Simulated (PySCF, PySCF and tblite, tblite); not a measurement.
**C4H6FNS2: a path driven as rotation about a bond, and NMR exchange**

Aim: the barrier and rate of rotation about a bond in C4H6FNS2 (`CSS[C@@H](F)CC#N`), and what it does to NMR lines.

Programs: PySCF 2.14.0 with density-fitted response routines of our own, and tblite 0.8.0. All values are computed, except where a source is named. Atoms count from 0 throughout.

### Step 1. The molecule as given

14 atoms, charge 0, multiplicity 1; geometry from: force field or distance geometry start.

Bonds of the start (Å): C0–H10 1.10, C0–H8 1.09, C0–H9 1.08, C0–S1 1.81, C3–C5 1.53, C3–F4 1.35, C3–H11 1.09, C5–C6 1.46, C5–H12 1.10, C5–H13 1.10, C6–N7 1.15, S1–S2 2.06, S2–C3 1.85.

### Step 2. GFN2-xTB relaxation, start minimum

What the job is given:

```
{"job": {"xc": "GFN2-xTB", "basis": "xTB", "kind": "relax"}, "charge": 0, "multiplicity": 1}
C      2.766600    -0.299400    -0.495600
S      1.543500    -1.388800     0.281100
S      0.516400    -0.091800     1.500500
C     -0.742100     0.653100     0.367400
F     -0.102000     1.211700    -0.676700
C     -1.742900    -0.384700    -0.135000
C     -2.873800     0.304100    -0.760500
N     -3.779000     0.846500    -1.225800
H      3.386200     0.188400     0.260400
H      3.403000    -0.893400    -1.137900
H      2.256500     0.453700    -1.112700
H     -1.245000     1.447000     0.927200
H     -2.118100    -1.004900     0.698400
H     -1.270100    -1.042200    -0.878600
```

On the command line:

```
> OMP_NUM_THREADS=1 python ens_run.py task.json out
```

The driver reads the study from task.json and runs its stages one after another.

The program printed:

```text
step      E/eV     max force
  0    -700.32066    1.520
  1    -700.31607    3.689
  2    -700.35829    0.310
  3    -700.36273    0.167
  4    -700.36591    0.140
  5    -700.36862    0.139
  6    -700.37033    0.114
  7    -700.37189    0.086
  8    -700.37281    0.078
  9    -700.37352    0.062
 10    -700.37414    0.058
 11    -700.37468    0.046
 12    -700.37509    0.049
 13    -700.37548    0.050
 14    -700.37603    0.062
 15    -700.37688    0.087
 16    -700.37797    0.109
 17    -700.37899    0.094
 18    -700.37973    0.064
 19    -700.38022    0.052
 20    -700.38056    0.040
 21    -700.38082    0.038
 22    -700.38107    0.045
 23    -700.38132    0.053
 24    -700.38160    0.059
 25    -700.38197    0.064
 26    -700.38246    0.064
 27    -700.38300    0.066
 28    -700.38343    0.055
 29    -700.38369    0.036
 30    -700.38385    0.037
 31    -700.38399    0.041
 32    -700.38415    0.036
 33    -700.38430    0.035
 34    -700.38444    0.042
 35    -700.38458    0.047
 36    -700.38472    0.039
 37    -700.38484    0.026
 38    -700.38492    0.024
 39    -700.38498    0.032
 40    -700.38507    0.040
 41    -700.38519    0.041
 42    -700.38530    0.029
 43    -700.38540    0.024
 44    -700.38548    0.025
 45    -700.38559    0.036
 46    -700.38572    0.040
 47    -700.38582    0.028
 48    -700.38587    0.018
 49    -700.38591    0.023
 50    -700.38597    0.034
 51    -700.38608    0.044
 52    -700.38623    0.043
 53    -700.38638    0.033
 54    -700.38649    0.026
 55    -700.38658    0.023
 56    -700.38668    0.029
 57    -700.38678    0.026
 58    -700.38686    0.024
 59    -700.38692    0.022
 60    -700.38698    0.023
 61    -700.38706    0.026
 62    -700.38714    0.020
 63    -700.38719    0.017
 64    -700.38723    0.021
 65    -700.38726    0.073
 66    -700.38731    0.022
 67    -700.38735    0.024
 68    -700.38744    0.017
 69    -700.38748    0.017
 70    -700.38759    0.021
 71    -700.38767    0.022
 72    -700.38775    0.021
 73    -700.38781    0.016
 74    -700.38786    0.021
 75    -700.38789    0.017
 76    -700.38791    0.010
 77    -700.38792    0.008
 78    -700.38793    0.005
 79    -700.38793    0.002
```

Run time: 0.58 s. Hardware: 1 thread of Arm Neoverse V1, shared host.

The energy fell by 0.067 eV, and the atoms moved 0.15 Å (root mean square).

### Step 3. Relaxed scan, rotation

What the job is given:

```
{"job": {"xc": "GFN2-xTB", "basis": "xTB", "coordinate": [["t", [0, 1, 2, 3], 1.0]], "kind": "drive"}, "charge": 0, "multiplicity": 1}
C      2.719790    -0.337360    -0.533331
S      1.444915    -1.344390     0.293133
S      0.548115     0.008961     1.505714
C     -0.772337     0.722847     0.428810
F     -0.196881     1.440057    -0.580375
C     -1.675362    -0.364262    -0.141860
C     -2.808487     0.217021    -0.820353
N     -3.702934     0.691972    -1.347531
H      3.396712     0.065491     0.213108
H      3.248370    -1.010686    -1.199606
H      2.244932     0.458109    -1.098804
H     -1.311911     1.428448     1.068514
H     -2.029648    -0.999708     0.673599
H     -1.105954    -0.976972    -0.848739
```

The program printed:

```text
point  coordinate     E/eV
  0    103.000     -700.36014
  1    117.900     -700.30749
  2    132.800     -700.23767
  3    148.000     -700.18277
  4    163.200     -700.14154
  5    178.400     -700.12564
  6    193.600     -700.13079
  7    208.800     -700.15846
  8    223.900     -700.20360
  9    238.900     -700.25325
 10    253.600     -700.28523
 11    268.000     -700.26781
```

It took 4.1 s on 1 thread of Arm Neoverse V1, shared host.

The highest point is number 5, 5.4 kcal/mol above the first.

### Step 4. Nudged elastic band, leg 1

Changed since step 3:

```diff
@@ -1,2 +1,2 @@
-{"job": {"xc": "GFN2-xTB", "basis": "xTB", "coordinate": [["t", [0, 1, 2, 3], 1.0]], "kind": "drive"}, "charge": 0, "multiplicity": 1}
+{"job": {"xc": "GFN2-xTB", "basis": "xTB", "kind": "neb"}, "charge": 0, "multiplicity": 1}
 C      2.719790    -0.337360    -0.533331
```

The program printed:

```text
image   E - E0 / eV
  0       0.0000
  1       0.0708
  2       0.2008
  3       0.2629
  4       0.2264
  5       0.1335
  6       0.0957
```

Run time: 1.8 s. Hardware: 1 thread of Arm Neoverse V1, shared host.

The highest point is number 3, 6.1 kcal/mol above the first.

### Step 5. Saddle search, leg 1

What the job is given:

```
{"job": {"xc": "GFN2-xTB", "basis": "xTB", "kind": "saddle"}, "charge": 0, "multiplicity": 1}
C      3.122530    -0.604495    -0.136310
S      1.418138    -0.414229    -0.709498
S      0.694417     0.716278     0.893465
C     -1.020163     0.992987     0.335662
F     -1.034287     1.825351    -0.742127
C     -1.731851    -0.317529     0.004181
C     -3.137762    -0.090332    -0.228020
N     -4.249947     0.095338    -0.405545
H      3.121210    -1.051181     0.853152
H      3.599282    -1.268569    -0.850019
H      3.620427     0.360580    -0.126740
H     -1.499655     1.525040     1.166503
H     -1.614737    -1.012079     0.839674
H     -1.287604    -0.757161    -0.894377
```

The program printed:

```text
step      E/eV     max force
  0    -700.12507   0.0279
  1    -700.12616   0.1935
  2    -700.12558   0.0742
  3    -700.12548   0.0127
  4    -700.12577   0.0186
  5    -700.12598   0.0287
  6    -700.12617   0.0229
  7    -700.12642   0.0394
  8    -700.12672   0.0393
  9    -700.12699   0.1024
 10    -700.12690   0.0130
 11    -700.12704   0.0083
 12    -700.12708   0.0162
 13    -700.12708   0.0010
lowest wavenumbers (cm-1): -51.5 52.5 59.8 98.2 133.5 146.8
```

Wall time 4.4 s (1 thread of Arm Neoverse V1, shared host).

Point group C1; 1 imaginary mode, 52i cm⁻¹, carried by C0, S1, H8, H10. Steps downhill from it reached both ends.

### Step 6. Shieldings, start: BP86/pcSseg-1

What the job is given:

```
{"job": {"kind": "nmr", "xc": "BP86", "basis": "pcSseg-1", "pop": false}, "charge": 0, "multiplicity": 1}
C      2.719790    -0.337360    -0.533331
S      1.444915    -1.344390     0.293133
S      0.548115     0.008961     1.505714
C     -0.772337     0.722847     0.428810
F     -0.196881     1.440057    -0.580375
C     -1.675362    -0.364262    -0.141860
C     -2.808487     0.217021    -0.820353
N     -3.702934     0.691972    -1.347531
H      3.396712     0.065491     0.213108
H      3.248370    -1.010686    -1.199606
H      2.244932     0.458109    -1.098804
H     -1.311911     1.428448     1.068514
H     -2.029648    -0.999708     0.673599
H     -1.105954    -0.976972    -0.848739
```

The program printed:

```text
coarse grid: 13464 points
cycle   1  E = -1106.8478723927  dE =  8.694e-01  |g| = 6.714e-01  |ddm| = 3.643e+00
cycle   2  E = -1106.4307550182  dE =  4.171e-01  |g| = 1.546e+00  |ddm| = 1.898e+00
cycle   3  E = -1106.9112799062  dE = -4.805e-01  |g| = 3.663e-01  |ddm| = 1.466e+00
cycle   4  E = -1106.9398427083  dE = -2.856e-02  |g| = 1.018e-01  |ddm| = 2.842e-01
cycle   5  E = -1106.9416599295  dE = -1.817e-03  |g| = 3.810e-02  |ddm| = 1.134e-01
cycle   6  E = -1106.9419514891  dE = -2.916e-04  |g| = 1.003e-02  |ddm| = 4.372e-02
cycle   7  E = -1106.9419756016  dE = -2.411e-05  |g| = 3.257e-03  |ddm| = 1.559e-02
cycle   8  E = -1106.9419781885  dE = -2.587e-06  |g| = 1.032e-03  |ddm| = 5.211e-03
final grid: 123152 points
cycle   9  E = -1107.0209194391  dE = -4.511e-05  |g| = 5.948e-03  |ddm| = 2.624e-02
cycle  10  E = -1107.0209028710  dE =  1.657e-05  |g| = 1.006e-02  |ddm| = 1.394e-02
cycle  11  E = -1107.0209276773  dE = -2.481e-05  |g| = 1.091e-03  |ddm| = 9.877e-03
cycle  12  E = -1107.0209279288  dE = -2.514e-07  |g| = 5.464e-04  |ddm| = 1.712e-03
cycle  13  E = -1107.0209279741  dE = -4.536e-08  |g| = 3.393e-04  |ddm| = 5.800e-04
cycle  14  E = -1107.0209279984  dE = -2.430e-08  |g| = 4.870e-05  |ddm| = 2.627e-04
cycle  15  E = -1107.0209279989  dE = -4.652e-10  |g| = 1.882e-05  |ddm| = 5.820e-05
converged SCF energy = -1107.0209279989

GIAO shielding tensors (ppm)
atom      isotropic    diamagn.    paramagn.     s11        s22        s33       span
  0 C      150.267     251.758    -101.491    120.126    146.577    184.098     63.972
  1 S      488.937    1056.980    -568.043    275.118    472.732    718.961    443.843
  2 S      307.086    1056.460    -749.373    214.491    226.680    480.088    265.597
  3 C       71.370     245.889    -174.519     26.900     74.599    112.611     85.711
  4 F      334.256     476.600    -142.344    280.546    358.597    363.625     83.080
  5 C      156.149     249.513     -93.365    131.817    163.377    173.252     41.435
  6 C       65.320     256.728    -191.408    -49.823    -43.688    289.471    339.294
  7 N      -34.204     340.066    -374.269   -204.870   -196.016    298.275    503.145
  8 H       29.074      29.200      -0.126     24.713     26.974     35.534     10.821
  9 H       29.806      28.844       0.962     24.967     26.082     38.369     13.402
 10 H       28.951      31.238      -2.287     22.963     29.597     34.291     11.328
 11 H       25.601      30.116      -4.515     23.223     24.806     28.774      5.551
 12 H       29.386      27.372       2.014     23.034     30.537     34.588     11.554
 13 H       27.672      28.830      -1.158     22.375     28.240     32.402     10.027
```

Run time: 38 s. Hardware: 1 thread of Arm Neoverse V1, shared host; peak memory 0.7 GiB.

This run: HOMO -6.38 eV, LUMO -1.93 eV; dipole 3.47 D.

### Step 7. Shieldings, saddle of leg 1: BP86/pcSseg-1

What the job is given:

```
{"job": {"kind": "nmr", "xc": "BP86", "basis": "pcSseg-1", "pop": false}, "charge": 0, "multiplicity": 1}
C      3.111002    -0.631082    -0.095034
S      1.437771    -0.387778    -0.738245
S      0.702216     0.782864     0.829411
C     -1.022861     1.016548     0.286884
F     -1.068163     1.850340    -0.789722
C     -1.712349    -0.306165    -0.042960
C     -3.139594    -0.120683    -0.148626
N     -4.268237     0.037355    -0.216360
H      3.062968    -1.133266     0.866553
H      3.618403    -1.255234    -0.823441
H      3.611117     0.328820    -0.006524
H     -1.503829     1.537426     1.123748
H     -1.503392    -1.031653     0.747098
H     -1.325051    -0.687493    -0.992782
```

The program printed:

```text
coarse grid: 13464 points
cycle   1  E = -1106.8328321985  dE =  8.641e-01  |g| = 6.750e-01  |ddm| = 3.621e+00
cycle   2  E = -1106.4090029904  dE =  4.238e-01  |g| = 1.565e+00  |ddm| = 1.910e+00
cycle   3  E = -1106.8975953823  dE = -4.886e-01  |g| = 3.619e-01  |ddm| = 1.471e+00
cycle   4  E = -1106.9252714102  dE = -2.768e-02  |g| = 1.050e-01  |ddm| = 2.825e-01
cycle   5  E = -1106.9271911272  dE = -1.920e-03  |g| = 3.754e-02  |ddm| = 1.083e-01
cycle   6  E = -1106.9274721312  dE = -2.810e-04  |g| = 8.930e-03  |ddm| = 3.762e-02
cycle   7  E = -1106.9274895016  dE = -1.737e-05  |g| = 3.080e-03  |ddm| = 1.286e-02
cycle   8  E = -1106.9274916764  dE = -2.175e-06  |g| = 1.017e-03  |ddm| = 4.704e-03
final grid: 123152 points
cycle   9  E = -1107.0068985843  dE = -4.692e-05  |g| = 5.700e-03  |ddm| = 2.779e-02
cycle  10  E = -1107.0068840916  dE =  1.449e-05  |g| = 9.413e-03  |ddm| = 1.308e-02
cycle  11  E = -1107.0069061281  dE = -2.204e-05  |g| = 1.597e-03  |ddm| = 9.170e-03
cycle  12  E = -1107.0069065776  dE = -4.495e-07  |g| = 9.271e-04  |ddm| = 1.720e-03
cycle  13  E = -1107.0069067185  dE = -1.408e-07  |g| = 2.522e-04  |ddm| = 8.238e-04
cycle  14  E = -1107.0069067683  dE = -4.988e-08  |g| = 4.542e-05  |ddm| = 2.818e-04
cycle  15  E = -1107.0069067688  dE = -4.820e-10  |g| = 2.018e-05  |ddm| = 7.591e-05
converged SCF energy = -1107.0069067688

GIAO shielding tensors (ppm)
atom      isotropic    diamagn.    paramagn.     s11        s22        s33       span
  0 C      161.365     250.988     -89.624    147.286    154.230    182.579     35.293
  1 S      467.892    1058.288    -590.396    297.921    387.647    718.107    420.187
  2 S      332.186    1057.125    -724.938    191.594    229.759    575.207    383.613
  3 C       75.006     246.508    -171.502     29.086     78.069    117.863     88.777
  4 F      317.644     474.412    -156.769    270.545    332.423    349.963     79.418
  5 C      152.612     248.986     -96.374    129.168    157.203    171.464     42.296
  6 C       65.150     256.181    -191.031    -50.582    -43.324    289.356    339.938
  7 N      -35.681     339.616    -375.297   -203.393   -195.411    291.761    495.154
  8 H       29.387      29.838      -0.451     23.742     27.580     36.839     13.097
  9 H       29.415      28.333       1.081     24.492     25.981     37.770     13.278
 10 H       29.220      29.022       0.198     23.606     27.216     36.838     13.232
 11 H       25.526      29.844      -4.318     22.725     24.845     29.008      6.282
 12 H       28.895      28.528       0.366     22.680     31.088     32.916     10.236
 13 H       28.083      28.968      -0.884     22.278     29.324     32.647     10.369
```

Run time: 38 s. Hardware: 1 thread of Arm Neoverse V1, shared host; peak memory 0.68 GiB.

This run: HOMO -5.37 eV, LUMO -2.41 eV; dipole 4.95 D.

### Step 8. Shieldings, end: BP86/pcSseg-1

What the job is given:

```
{"job": {"kind": "nmr", "xc": "BP86", "basis": "pcSseg-1", "pop": false}, "charge": 0, "multiplicity": 1}
C      2.449425    -0.826460    -0.306908
S      1.801589     0.656550    -1.156689
S      0.830999     1.637725     0.329327
C     -0.951489     1.240943     0.048962
F     -1.399174     1.909869    -1.048690
C     -1.190371    -0.256069    -0.114846
C     -2.604542    -0.547468    -0.134321
N     -3.723933    -0.771011    -0.136689
H      1.650248    -1.529216    -0.094796
H      3.160920    -1.270222    -0.994934
H      2.951131    -0.523263     0.605518
H     -1.466396     1.655856     0.922423
H     -0.730556    -0.788257     0.722038
H     -0.745015    -0.590077    -1.058078
```

The program printed:

```text
coarse grid: 13464 points
cycle   1  E = -1106.8426706953  dE =  8.713e-01  |g| = 6.764e-01  |ddm| = 3.653e+00
cycle   2  E = -1106.4217121309  dE =  4.210e-01  |g| = 1.561e+00  |ddm| = 1.961e+00
cycle   3  E = -1106.9076542015  dE = -4.859e-01  |g| = 3.675e-01  |ddm| = 1.489e+00
cycle   4  E = -1106.9363889797  dE = -2.873e-02  |g| = 1.025e-01  |ddm| = 2.851e-01
cycle   5  E = -1106.9382018104  dE = -1.813e-03  |g| = 3.815e-02  |ddm| = 1.120e-01
cycle   6  E = -1106.9384867112  dE = -2.849e-04  |g| = 1.020e-02  |ddm| = 4.214e-02
cycle   7  E = -1106.9385120291  dE = -2.532e-05  |g| = 3.494e-03  |ddm| = 1.744e-02
cycle   8  E = -1106.9385150853  dE = -3.056e-06  |g| = 8.978e-04  |ddm| = 5.189e-03
final grid: 123152 points
cycle   9  E = -1107.0175638089  dE = -4.592e-05  |g| = 5.670e-03  |ddm| = 3.310e-02
cycle  10  E = -1107.0175494250  dE =  1.438e-05  |g| = 9.410e-03  |ddm| = 1.272e-02
cycle  11  E = -1107.0175710222  dE = -2.160e-05  |g| = 1.533e-03  |ddm| = 9.185e-03
cycle  12  E = -1107.0175714920  dE = -4.697e-07  |g| = 8.404e-04  |ddm| = 1.823e-03
cycle  13  E = -1107.0175716333  dE = -1.413e-07  |g| = 2.681e-04  |ddm| = 8.217e-04
cycle  14  E = -1107.0175716501  dE = -1.681e-08  |g| = 4.148e-05  |ddm| = 2.773e-04
cycle  15  E = -1107.0175716505  dE = -3.943e-10  |g| = 1.563e-05  |ddm| = 7.129e-05
converged SCF energy = -1107.0175716505

GIAO shielding tensors (ppm)
atom      isotropic    diamagn.    paramagn.     s11        s22        s33       span
  0 C      150.942     251.237    -100.295    119.793    149.023    184.009     64.216
  1 S      489.926    1055.839    -565.912    275.985    503.480    690.314    414.329
  2 S      299.732    1055.661    -755.928    184.114    241.485    473.598    289.484
  3 C       73.229     246.702    -173.472     31.496     78.211    109.982     78.486
  4 F      324.506     471.899    -147.393    270.970    344.089    358.459     87.489
  5 C      156.728     249.463     -92.736    133.099    163.941    173.143     40.044
  6 C       65.684     256.674    -190.989    -49.357    -43.327    289.737    339.094
  7 N      -34.355     339.931    -374.286   -205.175   -197.208    299.318    504.494
  8 H       29.306      31.260      -1.954     23.652     29.597     34.669     11.017
  9 H       29.733      28.292       1.441     24.865     26.035     38.297     13.432
 10 H       29.506      29.329       0.177     25.148     27.449     35.923     10.775
 11 H       25.673      29.728      -4.055     23.192     25.346     28.481      5.289
 12 H       29.364      29.997      -0.634     23.086     31.188     33.817     10.731
 13 H       27.885      28.884      -0.999     22.881     28.320     32.454      9.573
```

Run time: 35 s. Hardware: 1 thread of Arm Neoverse V1, shared host; peak memory 0.7 GiB.

Key values: HOMO -6.35 eV, LUMO -1.97 eV; dipole 4.52 D.

### Step 9. Kinetics and line shapes

What the job is given:

```
{"job": {"smiles": "CSSC(F)CC#N", "charge": 0, "mult": 1, "motion": "rotation", "what": "dichalcogenide", "atoms": [1, 2], "drives": [{"terms": [["t", [0, 1, 2, 3], 1.0]], "by": 180, "n": 12}], "study": "path", "level": {"kind": "nmr", "xc": "BP86", "basis": "pcSseg-1"}, "fields": [60, 200, 500], "first": 0, "seed": 916, "kind": "path"}, "charge": 0, "multiplicity": 1}
C      2.719790    -0.337360    -0.533331
S      1.444915    -1.344390     0.293133
S      0.548115     0.008961     1.505714
C     -0.772337     0.722847     0.428810
F     -0.196881     1.440057    -0.580375
C     -1.675362    -0.364262    -0.141860
C     -2.808487     0.217021    -0.820353
N     -3.702934     0.691972    -1.347531
H      3.396712     0.065491     0.213108
H      3.248370    -1.010686    -1.199606
H      2.244932     0.458109    -1.098804
H     -1.311911     1.428448     1.068514
H     -2.029648    -0.999708     0.673599
H     -1.105954    -0.976972    -0.848739
```

The program printed:

```text
stationary points (kcal/mol above the start)
  n  kind          group   xTB      DFT    lowest mode
  0  minimum      C1       0.00     0.00      42.9
  1  saddle       C1       6.01     9.18     -51.5
  2  minimum      C1       2.21     1.96      46.4

GFN2-xTB energies: T/K, barrier G, reaction G (kcal/mol), k forward, k back (1/s)
 150.00     6.06     2.09   4.63e+03   5.07e+06
 200.00     6.15     2.08   7.96e+05   1.48e+08
 250.00     6.25     2.07   1.78e+07   1.14e+09
 298.15     6.37     2.06   1.33e+08   4.33e+09
 350.00     6.51     2.06    6.3e+08   1.22e+10
 400.00     6.65     2.06   1.94e+09   2.58e+10
 500.00     6.97     2.06   9.39e+09   7.48e+10

BP86/pcSseg-1 + D3(BJ) energies: T/K, barrier G, reaction G (kcal/mol), k forward, k back (1/s)
 150.00     9.23     1.84      0.113       53.5
 200.00     9.32     1.83        276   2.74e+04
 250.00     9.42     1.82   3.03e+04   1.18e+06
 298.15     9.54     1.82   6.35e+05   1.36e+07
 350.00     9.67     1.81   6.64e+06   8.98e+07
 400.00     9.82     1.81    3.6e+07   3.52e+08
 500.00    10.13     1.81   3.88e+08    2.4e+09
```

It took 2.2 min on 1 thread of Arm Neoverse V1, shared host; peak memory 0.7 GiB. This counts the whole study up to here.

Barriers by level (kcal/mol; entropies in cal/(mol K)). Zero-point and thermal terms come from xTB in every row. ΔG‡ leaves symmetry out; the rate counts one path; effective ΔG‡, where given, is the barrier that would give that rate by Eyring's equation alone:

| level | ΔE‡ | with zero-point | ΔH‡ | ΔS‡ | ΔG‡ (298 K) | ΔE of reaction | k at 298 K (1/s) | effective ΔG‡ |
| --- | --- | --- | --- | --- | --- | --- | --- | --- |
| GFN2-xTB | 6.02 | 5.92 | 5.46 | -3.0 | 6.37 | 2.21 | 1.3e+08 | 6.37 |
| BP86/pcSseg-1 + D3(BJ) | 9.18 | 9.09 | 8.63 | -3.0 | 9.54 | 1.96 | 6.4e+05 | 9.54 |

Sites that the driver pairs across this motion, and where their lines would merge (no couplings; faster rotations or exchange between molecules can average them sooner):

| nucleus | sites: shielding (ppm) | proton frequency (MHz) | spread (Hz) | coalescence (K) | lines at 298 K |
| --- | --- | --- | --- | --- | --- |
| ¹⁹F | F4: 334.3; F4 (end): 324.5 | 500 | 4589 | not given | – |
| ¹³C | C3: 71.4; C3 (end): 73.2 | 500 | 234 | not given | – |
| ¹H | H8, H9, H10: 29.28; H8, H9, H10 (end): 29.52 | 500 | 119 | not given | – |
| ¹H | H13: 27.67; H13 (end): 27.89 | 500 | 106 | not given | – |
| ¹³C | C0: 150.3; C0 (end): 150.9 | 500 | 85 | not given | – |
| ¹³C | C5: 156.1; C5 (end): 156.7 | 500 | 73 | not given | – |
| ¹³C | C6: 65.3; C6 (end): 65.7 | 500 | 46 | not given | – |
| ¹H | H11: 25.60; H11 (end): 25.67 | 500 | 36 | not given | – |

A dash: the driver gave no coalescence for this row (it judged the minor form too scarce).

Rows that set an atom against itself at the end compare its shielding in the two forms.

### Step 10. What came out

| quantity | value |
| --- | --- |
| barrier (BP86/pcSseg-1 + D3(BJ)) | ΔE‡ 9.2, ΔG‡(298 K) 9.5 kcal/mol |
| barrier (GFN2-xTB) | ΔE‡ 6.0 kcal/mol |
| rate at 298 K | 6.4e+05 s⁻¹ |
| end of the path | 2.0 kcal/mol from the start |

In words: The barrier is 9.2 kcal/mol at the DFT level (xTB: 6.0); with thermal terms and the count of paths the DFT value gives a rate of 6.4e+05 s⁻¹ at 298 K. An error of 1.4 kcal/mol changes that rate tenfold.
